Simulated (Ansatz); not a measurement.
# BGaH2OSSe: the cost of one run

The runs use Ansatz 0.2.0, Gaussian basis; functionals in def2-TZVPP, the program's frozen cores in correlated methods.

Levels to be run: LDA (SPW92), PBE-D4, revPBE-D4, BLYP-D4, r2SCAN-D4, B97M-V, PBE0-D4, B3LYP-D4, r2SCANh-D4, r2SCAN0-D4, HSE06-D4, BHLYP-D4, CAM-B3LYP-D4, LC-ωPBE, ωB97X-V, ωB97M-V, B2PLYP, PBE-QIDH; CCSD(T)/def2-SVP; MP2/def2-TZVPP; MP2/def2-QZVPP; RPA on PBE.

1 further run of the same task is left out (it didn't finish).

### 1 The relaxed structure

The geometry comes from an earlier relaxation with PBE0-D4 in a triple-zeta def2 set; it is a stationary point, not always the lowest conformer.

SMILES `[SeH]B1[O][GaH][S]1`, 7 atoms, charge 0, spin multiplicity 1.

Atoms are counted from 1 here; the program's logs count them from 0.

Bond lengths: Se1–B2 1.947 Å, Se1–H6 1.466 Å, B2–O3 1.355 Å, B2–S5 1.878 Å, O3–Ga4 1.850 Å, Ga4–S5 2.191 Å, Ga4–H7 1.540 Å. Angles: B2–Se1–H6 94.8°, Se1–B2–O3 121.8°, Se1–B2–S5 124.6°, O3–B2–S5 113.6°, B2–O3–Ga4 92.5°, O3–Ga4–S5 84.1°, O3–Ga4–H7 128.7°, S5–Ga4–H7 147.1°, B2–S5–Ga4 69.8°.

### 2 LDA

This LDA is Slater exchange with PW92 correlation.

Contents of in.yaml:

```yaml
crystal:
  periodic: [false, false, false]
  atoms:
    - {symbol: Se, position_ang: [-1.861386, 0.577707, 1.564247]}
    - {symbol: B, position_ang: [-0.456405, 0.056929, 0.321177]}
    - {symbol: O, position_ang: [-0.555736, -1.057636, -0.442544]}
    - {symbol: Ga, position_ang: [1.091714, -0.763430, -1.231471]}
    - {symbol: S, position_ang: [1.138516, 1.010621, 0.052723]}
    - {symbol: H, position_ang: [-1.170780, 1.783336, 2.033411]}
    - {symbol: H, position_ang: [1.814067, -1.607528, -2.297544]}
basis:
  gaussian: {orbitals: def2-TZVPP}
hamiltonian: {xc: lda}
output: {orbitals: {seedname: orbitals}}
```

The run is started by

```
$ ansatz run in.yaml --threads 2 --pin off --events-out ev --progress --plain --max-ram 4352MiB
```

What time and memory should one allow on 2 threads of Intel Xeon at 2.50GHz, shared host?

About 10 s, with a peak of 0.34 GiB.
